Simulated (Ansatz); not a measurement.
# UBLYP/6-31G(d) (spherical functions) run of CH3Cl2Si (SMILES [CH2][SiH](Cl)Cl)

Aim: the electronic atomisation energy of CH3Cl2Si at UBLYP/6-31G* (spherical functions), from 5 runs. 

Program for the calculation: Ansatz 0.2.0.

58 further runs of the same task are left out: 2 that didn't finish, 56 set aside as unsound or not needed. Runs told in other sessions of the task aren't counted.

### Step 1. The structure to begin with

CH3Cl2Si: 7 atoms, total charge 0, spin state doublet. SMILES: `[CH2][SiH](Cl)Cl`. The coordinates come from a PBE0-D4/def2-TZVP relaxation. This is one conformer, not always the lowest.

Bond lengths: C1–Si2 1.823 Å, Si2–Cl3 2.049 Å, Si2–Cl4 2.049 Å, C1–H5 1.085 Å, C1–H6 1.085 Å, Si2–H7 1.475 Å. Angles: C1–Si2–Cl3 110.0°, C1–Si2–Cl4 110.0°, Cl3–Si2–Cl4 107.9°, C1–Si2–H7 112.5°, Cl3–Si2–H7 108.1°, Cl4–Si2–H7 108.2°, Si2–C1–H5 122.1°, Si2–C1–H6 122.1°, H5–C1–H6 115.8°.

### Step 2. The energy at UBLYP/6-31G(d) (spherical functions)

Input file run.yaml:

```yaml
crystal:
  periodic: [false, false, false]
  atoms:
    - {symbol: C, position_ang: [-0.692700, 0.892600, 0.197500]}
    - {symbol: Si, position_ang: [0.466300, -0.499500, -0.003900]}
    - {symbol: Cl, position_ang: [1.593800, -0.235400, -1.694300]}
    - {symbol: Cl, position_ang: [-0.574000, -2.252500, -0.209200]}
    - {symbol: H, position_ang: [-1.447700, 1.127200, -0.545500]}
    - {symbol: H, position_ang: [-0.668800, 1.540600, 1.067500]}
    - {symbol: H, position_ang: [1.384500, -0.641000, 1.142000]}
basis:
  gaussian:
    orbitals: 6-31G_st_-spherical.json
magnetization:
  spin_polarized: true
  initial_magnetization: 1
hamiltonian:
  xc: {name: BLYP}
accuracy: high
output: {orbitals: {seedname: orbitals}}
```

The basis set 6-31G* is read from a file made from the Basis Set Exchange's data (not shown).

Command:

```
$ ansatz run run.yaml --threads 1 --pin off --max-ram 3480MiB --events-out events.jsonl --progress --plain --runs-dir runs
```

What it wrote:

```text
Warning: RAYON_NUM_THREADS=1 ignored (pool sized by the plan → 1); use --threads N
Functional definition: BLYP
  name "BLYP"
  parameter beta = 0.0042
  parameter a = 0.04918
  parameter b = 0.132
  parameter c = 0.2533
  parameter d = 0.349
  exchange = b88_x(beta = beta)
  correlation = lyp_c(a = a, b = b, c = c, d = d)
1599 factors; integrals over basis functions are off by at most 3.7e-9 eV
mean field evaluation 1: about -34001.3464 eV, gradient 3.2e1 eV
mean field evaluation 2: about -33990.4285 eV, gradient 4.9e1 eV
mean field evaluation 4: about -34007.0837 eV, gradient 3.2e0 eV
mean field evaluation 8: about -34007.1319 eV, gradient 7.2e-2 eV
mean field evaluation 16: about -34007.1319 eV, gradient 9.5e-6 eV
mean field -34007.13194203 eV, -1249.7390480076 hartree, gradient 7.2e-8 eV, S^2 0.752724; 0 other end points of the search recorded, 0 dependent functions left out
reference -34007.13199326 eV, -1249.7390498903 hartree; 29, 28 occupied and 45, 46 virtual orbitals, 1599 factors
Total energy: -34007.13199326 eV, -1249.7390498903 hartree
```

Run time: 8.1 s. Hardware: 1 thread of Arm Neoverse V2, shared host; peak memory 0.25 GiB.

### Step 3. The C atom at the same level

Input file molecule.yaml:

```yaml
crystal:
  periodic: [false, false, false]
  atoms:
    - symbol: C
      position_ang: [0.000000, 0.000000, 0.000000]
basis:
  gaussian: {orbitals: 6-31G_st_-spherical.json}
magnetization: {spin_polarized: true, initial_magnetization: 2}
accuracy: high
hamiltonian: {xc: {name: BLYP}}
```

The basis set 6-31G* is read from a file made from the Basis Set Exchange's data (not shown).

Run the same way, it converges to -37.82999 Eh (log not shown).

### Step 4. The Cl atom

Input file in.yaml:

```yaml
crystal:
  periodic: [false, false, false]
  atoms:
    - {symbol: Cl, position_ang: [0.000000, 0.000000, 0.000000]}
basis:
  gaussian: {orbitals: 6-31G_st_-spherical.json}
magnetization: {spin_polarized: true, initial_magnetization: 1}
hamiltonian: {xc: {name: BLYP}}
accuracy: high
```

The basis set 6-31G* is read from a file made from the Basis Set Exchange's data (not shown).

Run the same way, it converges to -460.11341 Eh (log not shown).

### Step 5. The H atom at the same level

Input file job.yaml:

```yaml
crystal:
  periodic: [false, false, false]
  atoms:
    - symbol: H
      position_ang: [0.000000, 0.000000, 0.000000]
basis:
  gaussian:
    orbitals: "6-31G*"
magnetization:
  spin_polarized: true
  initial_magnetization: 1
hamiltonian:
  xc: {name: BLYP}
accuracy: high
```

Command:

```
$ ansatz run job.yaml --threads 1 --pin off --max-ram 3480MiB --events-out events.jsonl --progress --plain --runs-dir runs
```

What it wrote, cut to the lines that bear on the results:

```text
Warning: RAYON_NUM_THREADS=1 ignored (pool sized by the plan → 1); use --threads N
[... 9 set-up lines as earlier in the session ...]
3 factors; integrals over basis functions are off by at most 5.4e-10 eV
mean field evaluation 1: about -13.4819 eV, gradient 3.0e-1 eV
mean field evaluation 2: about -13.4827 eV, gradient 2.5e-2 eV
mean field evaluation 4: about -13.4818 eV, gradient 4.7e-6 eV
mean field evaluation 8: about -13.4818 eV, gradient 4.2e-8 eV
mean field -13.48175429 eV, -0.4954453319 hartree, gradient 4.2e-8 eV, S^2 0.750000; 0 other end points of the search recorded, 0 dependent functions left out
reference -13.48177882 eV, -0.4954462333 hartree; 1, 0 occupied and 1, 2 virtual orbitals, 3 factors
Total energy: -13.48177882 eV, -0.4954462333 hartree
```

Wall time 0.08 s (1 thread of Arm Neoverse V2, shared host).

### Step 6. The Si atom at the same level

Input file job.yaml:

```yaml
crystal:
  periodic: [false, false, false]
  atoms:
    - {symbol: Si, position_ang: [0.000000, 0.000000, 0.000000]}
basis:
  gaussian:
    orbitals: 6-31G_st_-spherical.json
accuracy: high
hamiltonian:
  xc: {name: BLYP}
magnetization:
  spin_polarized: true
  initial_magnetization: 2
total_charge: 0
```

The basis set 6-31G* is read from a file made from the Basis Set Exchange's data (not shown).

Run the same way, it converges to -289.35327 Eh (log not shown).

### Step 7. Results

At UBLYP/6-31G* (spherical functions):

```
                                    quantity           value
                      molecule: total energy  -1249.73905 Eh
molecule: HOMO energy (highest over α and β)        -5.89 eV
 molecule: LUMO energy (lowest over α and β)        -3.97 eV
                              molecule: ⟨S²⟩           0.753
                        C atom: total energy    -37.82999 Eh
                                C atom: ⟨S²⟩           2.002
                       Cl atom: total energy   -460.11341 Eh
                               Cl atom: ⟨S²⟩           0.751
                        H atom: total energy     -0.49545 Eh
                                H atom: ⟨S²⟩           0.750
                       Si atom: total energy   -289.35327 Eh
                               Si atom: ⟨S²⟩           2.002
               electronic atomisation energy       22.929 eV
```

What this shows: Taking the molecule apart into free atoms costs 22.93 eV (2212 kJ/mol), before zero-point energy and without spin-orbit coupling.
